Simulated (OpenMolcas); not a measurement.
**One shape, several levels: InCNF2 (SMILES N#[C][In]([F])[F])**

We compute a comparison of 6 runs (HF/STO-3G, HF/def2-SVPD, B2PLYP/def2-SVPD, B3LYP/def2-SVPD, TPSS/def2-SVPD, r2SCAN/def2-SVPD) of InCNF2. 

Program for the calculation: OpenMolcas 26.06.

## 1. The structure to begin with

InCNF2: 5 atoms, total charge 0, spin state singlet. As SMILES, `N#[C][In]([F])[F]`. The coordinates come from a PBE0-D4/def2-TZVP relaxation.

Bond lengths: N1–C2 1.152 Å, C2–In3 2.072 Å, In3–F4 1.919 Å, In3–F5 1.919 Å. Angles: N1–C2–In3 180.0°, C2–In3–F4 123.5°, C2–In3–F5 123.5°, F4–In3–F5 112.9°.

## 2. Energy and forces at HF/STO-3G (run 1)

geom.xyz

```xyz
5

N      1.298000    -1.592200     1.589600
C      0.724900    -0.890300     0.878600
In    -0.306000     0.372300    -0.400300
F     -1.872100    -0.154800    -1.375500
F      0.205100     2.191400    -0.733700
```

calc.input

```
>>> EXPORT MOLCAS_PRINT=2
&GATEWAY
BasLib = $CurrDir
Coord = geom.xyz
Basis = STO-3G
Group = NoSym
&SEWARD
&SCF
Thresholds = 1e-10 1e-07 1e-07 1e-05
PrOrbitals = 1
&ALASKA
```

The basis set STO-3G is read from a file made from the Basis Set Exchange's data (not shown).

Command:

```sh
$ export MOLCAS_MEM=1860
$ pymolcas calc.input > calc.log
```

Standard output:

```text
--- Start Module: gateway ---
[...]
--- Stop Module: gateway /rc=_RC_ALL_IS_WELL_ ---
[...]
      Basis functions           47
[...]
--- Start Module: scf ---
[...]
       Convergence after  16 Iterations
[...]
::    Total SCF energy                              -5970.1199739630
[...]
      Total spin, S                                     0.0000000000
[...]
      Total electronic charge=   80.000000
      Total            charge=   -0.000000
[...]
      Dipole Moment (debye):
      Origin of the operator (angstrom)=   -0.2233    0.2710   -0.2977
                   X= -1.0055E+00               Y=  1.2317E+00               Z= -1.2478E+00           Total=  2.0211E+00
      Quadrupole Moment (debye*angstrom):
[...]
--- Stop Module: scf /rc=_RC_ALL_IS_WELL_ ---
[...]
--- Start Module: alaska ---
[...]
 *              Molecular gradients               *
 **************************************************
  Irreducible representation: a
 ------------------------------------------------------------------------------------------
                              X                       Y                       Z
 ------------------------------------------------------------------------------------------
  N1               -8.06618373568746E-03    9.87948300750929E-03   -1.00067149289380E-02
  C2                2.17681158738232E-02   -2.66624613131263E-02    2.70061529234580E-02
  IN3               2.00028832328281E-03   -2.44423802629079E-03    2.47434056923623E-03
  F4               -2.07873341434635E-02   -4.99785938555775E-03   -1.37338465422161E-02
  F5                5.08511368211195E-03    2.42250757174673E-02   -5.73993202160050E-03
 ------------------------------------------------------------------------------------------
--- Stop Module: alaska /rc=_RC_ALL_IS_WELL_ ---
[...]
```

Run time: 4.8 s. Hardware: 1 thread of Intel Xeon Platinum 8259CL at 2.50GHz (Skylake/Cascade Lake), shared host; peak memory 0.38 GiB.

## 3. Energy and forces at HF/def2-SVPD (core potential) (run 2)

mol.inp

```
&GATEWAY
BASLIB = $CurrDir
BASISSET
N.def2-SVPD....
N1 1.298000 -1.592200 1.589600 angstrom
End of Basis
BASISSET
C.def2-SVPD....
C2 0.724900 -0.890300 0.878600 angstrom
End of Basis
BASISSET
In.def2-SVPD....
In3 -0.306000 0.372300 -0.400300 angstrom
End of Basis
BASISSET
F.def2-SVPD....
F4 -1.872100 -0.154800 -1.375500 angstrom
F5 0.205100 2.191400 -0.733700 angstrom
End of Basis
&SEWARD
&SCF
THRESHOLDS = 1e-10 1e-07 1e-07 1e-05
PRORBITALS = 1 2
&ALASKA
```

The basis set def2-SVPD is read from a file made from the Basis Set Exchange's data (not shown).

Command:

```sh
$ export MOLCAS_MEM=1860
$ pymolcas mol.inp > mol.log
```

Standard output:

```text
--- Start Module: gateway ---
[...]
--- Stop Module: gateway /rc=_RC_ALL_IS_WELL_ ---
[...]
      Basis functions          118
[...]
--- Start Module: scf ---
[...]
       Convergence after  15 Iterations
[...]
::    Total SCF energy                               -480.2253712716
[...]
      Total spin, S                                     0.0000000000
[...]
      Total electronic charge=   52.000000
      Total            charge=   -0.000000
[...]
      Dipole Moment (debye):
      Origin of the operator (angstrom)=   -0.2233    0.2710   -0.2977
                   X= -8.4848E-02               Y=  1.0426E-01               Z= -1.0588E-01           Total=  1.7111E-01
      Quadrupole Moment (debye*angstrom):
[...]
--- Stop Module: scf /rc=_RC_ALL_IS_WELL_ ---
[...]
--- Start Module: alaska ---
[...]
 *              Molecular gradients               *
 **************************************************
  Irreducible representation: a
 ------------------------------------------------------------------------------------------
                              X                       Y                       Z
 ------------------------------------------------------------------------------------------
  N1                2.12684860232706E-02   -2.60482293632620E-02    2.63863811701626E-02
  C2               -2.69598328346117E-02    3.30175294989195E-02   -3.34454758663849E-02
  IN3               4.71457592425800E-03   -5.77049792839013E-03    5.84434428379910E-03
  F4                2.66291696472010E-03    1.85685314977757E-03    1.27920132842796E-03
  F5               -1.68614607772355E-03   -3.05565535710350E-03   -6.44509161547013E-05
 ------------------------------------------------------------------------------------------
--- Stop Module: alaska /rc=_RC_ALL_IS_WELL_ ---
[...]
```

It took 32 s on 1 thread of Intel Xeon Platinum 8259CL at 2.50GHz (Skylake/Cascade Lake), shared host; peak memory 0.74 GiB.

Runs 3 to 5 aren't shown in full; the table further down has their settings and results.

## 4. Energy and forces at r2SCAN/def2-SVPD (core potential) (run 6)

job.input

```
&gateway
baslib = $CurrDir
coord
5
angstrom
N        1.298000      -1.592200       1.589600
C        0.724900      -0.890300       0.878600
In      -0.306000       0.372300      -0.400300
F       -1.872100      -0.154800      -1.375500
F        0.205100       2.191400      -0.733700
basis = def2-SVPD
group = NoSym
&seward
gridinput
Grid=UltraFine
End of Grid
&scf
ksdft = 2
1.0 MGGA_X_R2SCAN
1.0 MGGA_C_R2SCAN
thresholds = 1e-10 1e-07 1e-07 1e-05
prorbitals = 1
&alaska
```

The basis set def2-SVPD is read from a file made from the Basis Set Exchange's data (not shown).

Command:

```sh
$ export MOLCAS_MEM=1860
$ pymolcas job.input > job.log
```

Standard output:

```text
--- Start Module: gateway ---
[...]
--- Stop Module: gateway /rc=_RC_ALL_IS_WELL_ ---
[...]
      Basis functions          118
[...]
--- Start Module: scf ---
[...]
       Convergence after  21 Iterations
[...]
::    Total KS-DFT energy                            -482.4239913367
[...]
      Total spin, S                                     0.0000000000
[...]
      Total electronic charge=   52.000000
      Total            charge=   -0.000000
[...]
      Dipole Moment (debye):
      Origin of the operator (angstrom)=   -0.2233    0.2710   -0.2977
                   X= -1.5245E-01               Y=  1.8700E-01               Z= -1.8963E-01           Total=  3.0687E-01
      Quadrupole Moment (debye*angstrom):
[...]
--- Stop Module: scf /rc=_RC_ALL_IS_WELL_ ---
[...]
--- Start Module: alaska ---
[...]
 *              Molecular gradients               *
 **************************************************
  Irreducible representation: a
 ------------------------------------------------------------------------------------------
                              X                       Y                       Z
 ------------------------------------------------------------------------------------------
  N1               -1.47220560547900E-02    1.80309076527614E-02   -1.82642893987719E-02
  C2                1.22891806758618E-02   -1.50522307145740E-02    1.52473252694665E-02
  IN3              -4.60693344260243E-03    5.64503561859708E-03   -5.71786867285140E-03
  F4                1.06970773121446E-02    3.79493942481623E-03    6.58490625521857E-03
  F5               -3.65726849053694E-03   -1.24186519815765E-02    2.14992654690072E-03
 ------------------------------------------------------------------------------------------
--- Stop Module: alaska /rc=_RC_ALL_IS_WELL_ ---
[...]
```

Run time: 90 s. Hardware: 1 thread of Intel Xeon Platinum 8259CL at 2.50GHz (Skylake/Cascade Lake), shared host; peak memory 0.74 GiB.

## 5. The series

```tsv
run	level	task	frozen core orbitals	energy (Eh)	dipole moment (D)	HOMO energy (eV)	LUMO energy (eV)	wall time
1	HF/STO-3G	gradient	–	-5970.119974	2.02	-9.50	5.05	4.8 s
2	HF/def2-SVPD (core potential)	gradient	–	-480.225371	0.17	-14.01	0.04	32 s
3	B2PLYP/def2-SVPD (core potential)	energy	8	-482.010121	0.20	-12.05	-1.78	50 s
4	B3LYP/def2-SVPD (core potential)	gradient	–	-482.557398	0.26	-10.62	-3.34	64 s
5	TPSS/def2-SVPD (core potential)	gradient	–	-482.443969	0.35	-9.21	-3.71	95 s
6	r2SCAN/def2-SVPD (core potential)	gradient	–	-482.423991	0.31	-9.55	-3.64	90 s
```

## 6. Results

| quantity | value |
| --- | --- |
| run 6: total energy | -482.42399 Eh |
| run 6: dipole moment | 0.31 D |
| run 6: HOMO energy | -9.55 eV |
| run 6: LUMO energy | -3.64 eV |
| run 6: HOMO–LUMO gap | 5.91 eV |
| run 6: largest force on an atom | 1.521 eV/Å |

In words: The dipole moment (its size) runs from 0.17 D (HF/def2-SVPD) to 2.02 D (HF/STO-3G). The two ends differ in basis and core potential. The HOMO–LUMO gap runs from 5.50 eV (TPSS/def2-SVPD) to 14.55 eV (HF/STO-3G). The two ends differ in method and basis and core potential. For B2PLYP the log adds the whole second-order term; the table takes 0.27 of it, as the functional is defined. Totals of different functionals can't be ranked against each other. Some runs of one species differ in core potentials or relativity; totals across that change don't compare. In run 1 the basis is minimal, so the values are rough. In run 1 relativity is left out where basis or elements ask for it. All runs together took 5.6 min, the longest 95 s.
